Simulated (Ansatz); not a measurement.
# ZrMo3, space group Pm-3n: a single point from a YAML input

Program: Ansatz 0.2.0 through its Python package.

The script reads `zrmo3.yaml`:
```yaml
crystal:
  lattice:
    - [5.20606, 0.0, 0.0]
    - [0.0, 5.20606, 0.0]
    - [0.0, 0.0, 5.20606]
  atoms:
    - { symbol: Zr, position: [0.5, 0.5, 0.5] }
    - { symbol: Zr, position: [0.0, 0.0, 0.0] }
    - { symbol: Mo, position: [0.0, 0.5, 0.25] }
    - { symbol: Mo, position: [0.0, 0.5, 0.75] }
    - { symbol: Mo, position: [0.5, 0.75, 0.0] }
    - { symbol: Mo, position: [0.5, 0.25, 0.0] }
    - { symbol: Mo, position: [0.75, 0.0, 0.5] }
    - { symbol: Mo, position: [0.25, 0.0, 0.5] }
kpoints:
  mp_grid: { grid: [5, 5, 5] }
hamiltonian:
  xc: pbesol
scf:
  occupations: { method: cold, width: 0.15 }
output:
  forces: true
  stress: true
```

Script `zrmo3.py`:
```python
"""Run a YAML input for ZrMo3 from Python."""

import ansatz as az
import pandas as pd
import yaml

with open("zrmo3.yaml") as handle:
    tree = yaml.safe_load(handle)
print("sections:", list(tree))
out = az.Session.from_dict(tree).plan().execute()
summary = out.report

energy = summary["free_energy_ev"]
print("ZrMo3: {:.6f} eV = {:.6f} Ry = {:.6f} Ha".format(energy, energy / 13.605693, energy / 27.211386))
print("Fermi level {:.4f} eV, {} k-points, {} symmetry operations".format(summary["fermi_energy_ev"], summary["n_kpoints"], summary["n_symmetry_ops"]))

# forces, one row an atom
table = pd.DataFrame(summary["forces_ev_ang"], columns=["fx", "fy", "fz"])
table.insert(0, "atom", [site["symbol"] for site in summary["lattice"]["sites"]])
print(table.round(4).to_string())
```

```console
$ python zrmo3.py
sections: ['crystal', 'kpoints', 'hamiltonian', 'scf', 'output']
DeckWarning: basis.ecutwfc = 420 eV, auto-derived from the records' recommended cutoffs: set by Zr (normal level)
ZrMo3: -37640.042762 eV = -2766.492141 Ry = -1383.246071 Ha
Fermi level 18.0300 eV, 10 k-points, 48 symmetry operations
  atom   fx   fy   fz
0   Zr  0.0  0.0  0.0
1   Zr  0.0  0.0  0.0
2   Mo  0.0  0.0  0.0
3   Mo  0.0  0.0  0.0
4   Mo -0.0  0.0  0.0
5   Mo  0.0  0.0  0.0
6   Mo  0.0 -0.0  0.0
7   Mo  0.0  0.0 -0.0
```
(Warnings from the package without file and line, repeats left out.)

What to keep in mind:
- Absolute energies stand on the zero of these potentials, so only differences at equal settings mean something. A total without «per atom» is that of the cell as typed.
- The run is spin-unpolarised.
- For a metal this k-point mesh is coarse: on a finer one energies can move by several to tens of meV an atom and pressures by half a GPa or more, differences at one mesh by less.
- The zero of the levels is a convention of the potentials, so an absolute Fermi energy is no work function.
- At these settings the cell as given stands under about -8 GPa, so it isn't at this functional's equilibrium volume.
- The structure comes from a database of computed cells and needn't be a stable or known phase.
- Timing: 2.5 s on 1 thread of Intel(R) Xeon(R) 6975P-C (Granite Rapids), on a shared host, peak memory 0.56 GiB.

(Lines on the test bed's own set-up are left out of the output.)
